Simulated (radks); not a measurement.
**Valence configurations of F**

An exercise on one series of results from a longer session: the logs are not shown, and one member is left open.

Program: radks (a radial shooting solver on a logarithmic mesh, Libxc functionals) version 1. Level of theory: Dirac Kohn-Sham, LDA (Slater exchange, Perdew-Wang correlation), spin-unpolarised, spherical densities, point nucleus; open shells fill j = l - 1/2 first. These are calculated values, not measurements, unless marked.

**The system**

- element: fluorine (Z = 9)
- charge: 0
- electrons: 9
- configuration: [He] 2s2 2p5
- others tried: 2s1 2p6; 2s1.5 2p5.5

Set-up of the first run:

Input:

```text
Z 9
configuration [He] 2s2 2p5
relativity Dirac
functional lda,pw
spin unpolarised
j_filling energy
nucleus point
c 137.035999084
```

Among the steps run: [He] 2s2 2p5.

One of the session's tables, all rows but one given; the rest of the session is left out.

It belongs to the step «[He] 2s2 2p5». Sizes of the orbitals, from the radial functions (bohr):

| level | <r> | outermost maximum (interpolated) | 90 % within |
| --- | --- | --- | --- |
| 1s1/2 | 0.1772 | 0.115 | 0.317 |
| 2s1/2 | 1.010 | 0.767 | 1.63 |
| 2p1/2 | ? | ? | ? |
| 2p3/2 | 1.105 | 0.703 | 1.95 |

Estimate the missing values for 2p1/2.

**Answer.** <r>: 1.103; outermost maximum (interpolated): 0.702; 90 % within: 1.95. In the column «<r>» it lies between 2s1/2 (1.010) and 2p3/2 (1.105).
